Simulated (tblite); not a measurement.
# C6H15GeN: the cost of one run

The runs use tblite 0.8.0 and PySCF 2.14.0, with density-fitted response routines of our own; the level of theory stands in each step. All values are computed, except where a source is named. Atoms count from 0, in the outputs and in this text.

### Step 1. The molecule as given

23 atoms, charge 0, multiplicity 1; geometry from: force field or distance geometry start.

Bonds of the start (Å): C0–C1 1.35, C1–C2 1.48, C2–Ge3 1.96, Ge3–C4 1.95, Ge3–N5 1.89, N5–C6 1.46, N5–C7 1.46, C0–H8 1.08, C0–H9 1.09, C1–H10 1.08, C2–H11 1.11, C2–H12 1.10, Ge3–H13 1.54, C4–H14 1.10, C4–H15 1.11, C4–H16 1.11, C6–H17 1.11, C6–H18 1.11, C6–H19 1.12, C7–H20 1.10, C7–H21 1.12, C7–H22 1.11.

### Step 2. Geometry optimisation with GFN2-xTB

The job: settings as JSON, then the geometry in Å.

```
{"job": {"kind": "relax", "xc": "GFN2-xTB", "basis": "xTB"}, "charge": 0, "multiplicity": 1}
C      2.455100    -0.923300     0.733100
C      2.477600     0.071400    -0.175000
C      1.513400     0.135600    -1.297200
Ge    -0.264200     0.671300    -0.667500
C     -0.093800     2.335800     0.327400
N     -0.986300    -0.680600     0.441600
C     -2.207300    -0.176100     1.070100
C     -1.280900    -1.849200    -0.376600
H      3.181600    -0.953800     1.537200
H      1.693600    -1.705000     0.680300
H      3.256100     0.820500    -0.092400
H      1.843000     0.902100    -2.025200
H      1.440700    -0.836100    -1.815100
H     -1.192200     0.885600    -1.879000
H      0.480400     2.171300     1.253600
H      0.436900     3.080000    -0.298100
H     -1.099100     2.729600     0.576000
H     -1.968400     0.661600     1.750600
H     -2.947500     0.161200     0.318800
H     -2.664800    -0.971500     1.705800
H     -0.361100    -2.240400    -0.839600
H     -2.018300    -1.604400    -1.182600
H     -1.699200    -2.658700     0.264000
```

Started as:

```bash
$ OMP_NUM_THREADS=1 python probes_run.py task.json out
```

The driver reads the jobs from task.json and runs them one after another.

Q: Estimate the wall time and peak memory of this first job on 1 thread of Intel Xeon at 2.70GHz, shared host.

About 4 s, with a peak of 0.18 GiB.
